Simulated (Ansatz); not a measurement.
**Cl2F2H2OSi2: vertical ionisation energy**

One table from this session's results is given with a row withheld; the runs are named, their logs left out.

Program: Ansatz 0.2.0, Gaussian basis. Level of theory: unrestricted cation, the program's frozen cores in correlated methods. These are calculated values, not measurements.

Levels to be run: UKS PBE-D4/def2-TZVPP; UKS r2SCAN-D4/def2-TZVPP; UKS PBE0-D4/def2-TZVPP; UKS B3LYP-D4/def2-TZVPP; UKS wB97X-V/def2-TZVPP; UKS wB97M-V/def2-TZVPP; UKS B2PLYP/def2-TZVPP; UHF-CCSD(T)/def2-TZVPP; UHF-MP2/def2-QZVPP; extrapolation to the limit; then −ε(HOMO) from the neutral's earlier runs with LDA (SPW92), PBE-D4, revPBE-D4, BLYP-D4, r2SCAN-D4, B97M-V, PBE0-D4, B3LYP-D4, r2SCANh-D4, r2SCAN0-D4, HSE06-D4, BHLYP-D4, CAM-B3LYP-D4, LC-ωPBE, ωB97X-V, ωB97M-V.

## The geometry

The geometry comes from an earlier relaxation with PBE0-D4 in a triple-zeta def2 set; it is a stationary point, not always the lowest conformer.

9 atoms, charge 0, spin multiplicity 1.

Atoms are counted from 1 here; the program's logs count them from 0.

Bond lengths: F1–Si2 1.570 Å, Si2–F3 1.571 Å, Si2–Cl4 2.013 Å, Si2–O5 1.599 Å, O5–Si6 1.635 Å, Si6–Cl7 2.042 Å, Si6–H8 1.476 Å, Si6–H9 1.474 Å. Angles: F1–Si2–F3 107.5°, F1–Si2–Cl4 109.3°, F1–Si2–O5 108.6°, F3–Si2–Cl4 109.1°, F3–Si2–O5 110.2°, Cl4–Si2–O5 112.0°, Si2–O5–Si6 147.7°, O5–Si6–Cl7 109.6°, O5–Si6–H8 109.3°, O5–Si6–H9 107.7°, Cl7–Si6–H8 108.2°, Cl7–Si6–H9 108.9°, H8–Si6–H9 113.1°.

The first run:

in.yaml reads:

```yaml
crystal:
  periodic: [false, false, false]
  atoms:
    - {symbol: F, position_ang: [-2.074014, -1.852555, -0.035672]}
    - {symbol: Si, position_ang: [-0.923491, -1.008091, -0.690492]}
    - {symbol: F, position_ang: [-0.033993, -1.992222, -1.531598]}
    - {symbol: Cl, position_ang: [-1.726254, 0.367822, -1.920965]}
    - {symbol: O, position_ang: [-0.056291, -0.336362, 0.473258]}
    - {symbol: Si, position_ang: [0.915779, 0.893541, 0.938576]}
    - {symbol: Cl, position_ang: [2.186604, 1.375306, -0.585601]}
    - {symbol: H, position_ang: [0.091849, 2.079018, 1.244707]}
    - {symbol: H, position_ang: [1.708211, 0.427343, 2.090687]}
basis:
  gaussian: {orbitals: def2-TZVPP}
total_charge: 1
magnetization: {spin_polarized: true, initial_magnetization: 1}
hamiltonian: {xc: pbe, dispersion: d4}
```

Steps of the session up to this table: Cation, UKS PBE-D4/def2-TZVPP; Cation, UKS r2SCAN-D4/def2-TZVPP; Cation, UKS PBE0-D4/def2-TZVPP; Cation, UKS B3LYP-D4/def2-TZVPP; Cation, UKS wB97X-V/def2-TZVPP; Cation, UKS wB97M-V/def2-TZVPP; Cation, UKS B2PLYP (frozen core)/def2-TZVPP; Cation, UHF-CCSD(T)/def2-TZVPP; Cation, UHF-MP2/def2-QZVPP.

One table of the session follows, with a row left open; its other results are not shown here.

Orbital estimates, from the neutral's runs:

```
  functional  −ε(HOMO) (eV)
 LDA (SPW92)           7.95
      PBE-D4           7.87
   revPBE-D4           7.83
     BLYP-D4           7.74
   r2SCAN-D4              ?
      B97M-V           8.33
     PBE0-D4           9.27
    B3LYP-D4           9.03
  r2SCANh-D4           8.74
  r2SCAN0-D4           9.51
    HSE06-D4           8.86
    BHLYP-D4          10.57
CAM-B3LYP-D4          10.66
     LC-ωPBE          12.05
     ωB97X-V          11.69
     ωB97M-V          11.51
```

**Question.** Estimate the row for r2SCAN-D4.

Worked estimate for «−ε(HOMO) (eV)». Against the share of exact exchange, r2SCANh-D4 (0.1, 8.74), r2SCAN0-D4 (0.25, 9.51) give a slope of 5.13 per unit share; at 0 the line stands at 8.23.

The run gave: −ε(HOMO) (eV): 8.24. In «−ε(HOMO) (eV)» the line misses by -0.01.
